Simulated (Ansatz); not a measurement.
Which YAML input does this script hand to the engine? (Ansatz 0.2.0, Python API)

The script, `clf2h3si2_deck.py`:
```python
# -*- coding: utf-8 -*-
"""ClF2H3Si2 through the session interface."""

import ansatz as az
import numpy as np

deck = {
    "crystal": {
        "periodic": [False, False, False],
        "atoms": [
            {"symbol": "F", "position_ang": [1.6831, -0.6276, 1.4903]},
            {"symbol": "Si", "position_ang": [1.0929, -0.2613, -0.0003]},
            {"symbol": "F", "position_ang": [1.3984, -1.5107, -0.9592]},
            {"symbol": "Si", "position_ang": [-1.1029, 0.1671, 0.0288]},
            {"symbol": "Cl", "position_ang": [2.1178, 1.3686, -0.7294]},
            {"symbol": "H", "position_ang": [-1.5133, 1.3359, 0.9012]},
            {"symbol": "H", "position_ang": [-1.9219, -1.0101, 0.5493]},
            {"symbol": "H", "position_ang": [-1.662, 0.4811, -1.3365]},
        ],
    },
    "basis": {"gaussian": {"orbitals": "def2-SVP"}},
    "correlation": {"method": "mp2"},
    "output": {"forces": True},
}
session = az.Session.from_dict(deck)
report = session.plan(threads=1).execute().report

for key in ("converged", "free_energy_ev", "reference_energy_ev", "n_frozen", "n_occupied", "n_virtual"):
    print(f"{key:22s} {report[key]}")
symbols = ["F", "Si", "F", "Si", "Cl", "H", "H", "H"]
print("correlation energy", round(report["free_energy_ev"] - report["reference_energy_ev"], 5), "eV")
cluster = report["correlation"].get("coupled_cluster")
if cluster:
    print("cycles", cluster["cycles"], " T1 diagnostic", round(cluster["t1_diagnostic"], 4), " largest double", round(cluster["largest_double"], 4))
field = report["mean_field"]
print("<S^2> =", round(abs(field["state"]["spin_squared"]), 4), " all-electron relativity setting:", field["relativity"])
print("passes:", field["passes"])
if "symmetry" in field:
    print("occupied orbitals by irrep:", field["symmetry"]["occupied"])

forces = np.array(report["forces_ev_ang"])
print("largest force", round(float(np.linalg.norm(forces, axis=1).max()), 4), "eV/A, rms", round(float(np.sqrt((forces ** 2).mean())), 4))
charges = report["charge_distribution"]
print("dipole moment", round(4.803205 * float(np.linalg.norm(charges["dipole_moment_e_ang"])), 3), "D")
print("Mulliken:", [(s, round(q, 3)) for s, q in zip(symbols, charges["mulliken_charges_e"])])
```

```console
$ python clf2h3si2_deck.py
converged              True
free_energy_ev         -33697.42780474923
reference_energy_ev    -33678.527635230676
n_frozen               17
n_occupied             [16, 16]
n_virtual              [64, 64]
correlation energy -18.90017 eV
<S^2> = 0.0  all-electron relativity setting: none
passes: {'evaluations': 10, 'products': 28}
occupied orbitals by irrep: [{'A': 33}, {'A': 33}]
largest force 2.8845 eV/A, rms 0.7797
dipole moment 1.352 D
Mulliken: [('F', -0.376), ('Si', 1.023), ('F', -0.359), ('Si', 0.203), ('Cl', -0.27), ('H', -0.072), ('H', -0.076), ('H', -0.073)]
```

`input.yaml`:
```yaml
crystal:
  periodic: [false, false, false]
  atoms:
    - { symbol: F, position_ang: [1.6831, -0.6276, 1.4903] }
    - { symbol: Si, position_ang: [1.0929, -0.2613, -0.0003] }
    - { symbol: F, position_ang: [1.3984, -1.5107, -0.9592] }
    - { symbol: Si, position_ang: [-1.1029, 0.1671, 0.0288] }
    - { symbol: Cl, position_ang: [2.1178, 1.3686, -0.7294] }
    - { symbol: H, position_ang: [-1.5133, 1.3359, 0.9012] }
    - { symbol: H, position_ang: [-1.9219, -1.0101, 0.5493] }
    - { symbol: H, position_ang: [-1.662, 0.4811, -1.3365] }
basis:
  gaussian: { orbitals: def2-SVP }
correlation:
  method: mp2
output:
  forces: true
```

On the command line:
```console
$ ansatz run input.yaml --threads 1 --pin off --max-ram 4096MiB --backend cpu --events-out ev --progress --plain --runs-dir out
Engine: ansatz 0.2.0, aarch64-unknown-linux-gnu
Functional definition: HF
  exchange = exact_x
  correlation = 0
898 factors; integrals over basis functions are off by at most 1.1e-3 eV
mean field evaluation 1: about -33675.6391 eV, gradient 3.6e1 eV
mean field evaluation 2: about -33675.6412 eV, gradient 3.6e1 eV
mean field evaluation 4: about -33678.4948 eV, gradient 2.5e0 eV
mean field evaluation 8: about -33678.5276 eV, gradient 1.1e-4 eV
mean field -33678.52763523 eV, -1237.6630624688 hartree, gradient 1.6e-6 eV, S^2 0.000000; 0 other end points of the search recorded, 0 dependent functions left out
17 core orbitals not correlated: weight in the atoms' cores, before any rotation towards them, 1.000 or more for the frozen orbitals, at most 0.000 for the correlated occupied ones
reference -33678.52763523 eV, -1237.6630624688 hartree; 16, 16 occupied and 64, 64 virtual orbitals, 898 factors
second order -18.90016952 eV of doubles, -0.00000000 eV of singles
the calculation of the forces begins
Total energy: -33697.42780475 eV, -1238.3576308876 hartree
Atom 0 at     1.683100    -0.627600     1.490300 Å, force    -0.365668     0.207481    -0.911998 eV/Å
Atom 1 at     1.092900    -0.261300    -0.000300 Å, force     1.666891     0.317357     0.803082 eV/Å
Atom 2 at     1.398400    -1.510700    -0.959200 Å, force     0.114417    -0.356910    -0.177448 eV/Å
Atom 3 at    -1.102900     0.167100     0.028800 Å, force    -2.854631     0.275522     0.308859 eV/Å
Atom 4 at     2.117800     1.368600    -0.729400 Å, force    -0.146464    -0.323816     0.184838 eV/Å
Atom 5 at    -1.513300     1.335900     0.901200 Å, force     0.504294    -0.388574    -0.264609 eV/Å
Atom 6 at    -1.921900    -1.010100     0.549300 Å, force     0.601341     0.414029    -0.239740 eV/Å
Atom 7 at    -1.662000     0.481100    -1.336500 Å, force     0.479821    -0.145088     0.297016 eV/Å
Dipole moment:    -0.258403     0.106473    -0.033960 e Å
```

What to keep in mind:
- Total energies depend on the basis set; only differences at equal settings carry meaning.
- The geometry is a force-field or estimated start, not a minimum of this method, and the basis set is short of its limit.
- It ran for 6.5 s on 1 thread of Arm Neoverse N1, with other jobs on the host, peak memory 0.25 GiB.
